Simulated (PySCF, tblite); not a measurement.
# C₄H₉Si radical: geometry, infrared bands and EPR parameters

What infrared bands and EPR parameters should C₄H₉Si radical (`C=C(C)[SiH]C`) show?

The runs use tblite 0.8.0 and PySCF 2.14.0, with density-fitted response routines of our own; the level of theory stands in each step. All values are computed, except where a source is named. Atoms count from 0, in the outputs and in this text.

## (1) The molecule as given

14 atoms, charge 0, multiplicity 2; geometry from: force field or distance geometry start.

Bonds of the start (Å): C0–C1 1.35, C1–C2 1.50, C1–Si3 1.86, Si3–C4 1.84, C0–H5 1.09, C0–H6 1.09, C2–H7 1.10, C2–H8 1.09, C2–H9 1.11, Si3–H10 1.49, C4–H11 1.10, C4–H12 1.10, C4–H13 1.09.

## (2) Relaxing the molecule with GFN2-xTB

What the job is given:

```
{"job": {"kind": "relax", "xc": "GFN2-xTB", "basis": "xTB"}, "charge": 0, "multiplicity": 2}
C      1.757900    -0.696300    -0.696000
C      0.849500    -0.004600     0.028300
C      0.958400     1.477700     0.227100
Si    -0.582300    -0.837100     0.877600
C     -2.087700    -0.862900    -0.179000
H      1.687500    -1.769800    -0.841200
H      2.580500    -0.185800    -1.186300
H      1.069500     1.743300     1.287000
H      1.817300     1.897000    -0.304800
H      0.051900     1.981900    -0.160800
H     -0.870900    -0.145500     2.161200
H     -1.901500    -1.390800    -1.125400
H     -2.414900     0.156600    -0.421500
H     -2.915800    -1.364200     0.311500
```

The run is started by

```
$ OMP_NUM_THREADS=1 python probes_run.py task.json out
```

This one command runs all jobs of the session in turn.

**Question.** This job is followed by: GFN2-xTB harmonic vibrations, gas phase; UKS B3LYP, pcH-1 on C H Si, non-relativistic, mean-field spin-orbit, GIAO. What will the session give for the following? strongest single infrared mode (GFN2-xTB); zero-point energy (GFN2-xTB); g(iso) (B3LYP); ⟨S²⟩; largest a(iso) (averaged by class); surface potential, 1st and 99th percentile.

As calculated:

| quantity | value |
| --- | --- |
| strongest single infrared mode (GFN2-xTB) | 2262 cm⁻¹, 322 km/mol |
| zero-point energy (GFN2-xTB) | 70.9 kcal/mol |
| g(iso) (B3LYP) | 2.00329 |
| ⟨S²⟩ | 0.757 (exact 0.75) |
| largest a(iso) (averaged by class) | 29Si on Si3, -351.2 MHz |
| surface potential, 1st and 99th percentile | -0.62 V and 0.74 V |

What this shows: The optimisation took 128 steps and gained 0.226 eV; among the close pairs (by a distance rule), Si3–C4 changed most, from 1.839 to 1.894 Å. No mode is imaginary among the 36: a minimum at this level. The strongest single mode, at 2262 cm⁻¹, moves mainly H10. GFN2-xTB is a fitted tight-binding method: band positions and strengths are rough. Its intensities can rank the bands wrongly. Si3 carries the largest spin population, 0.92 e. The isotropic g lies 1.0 ppt above the free-electron value.
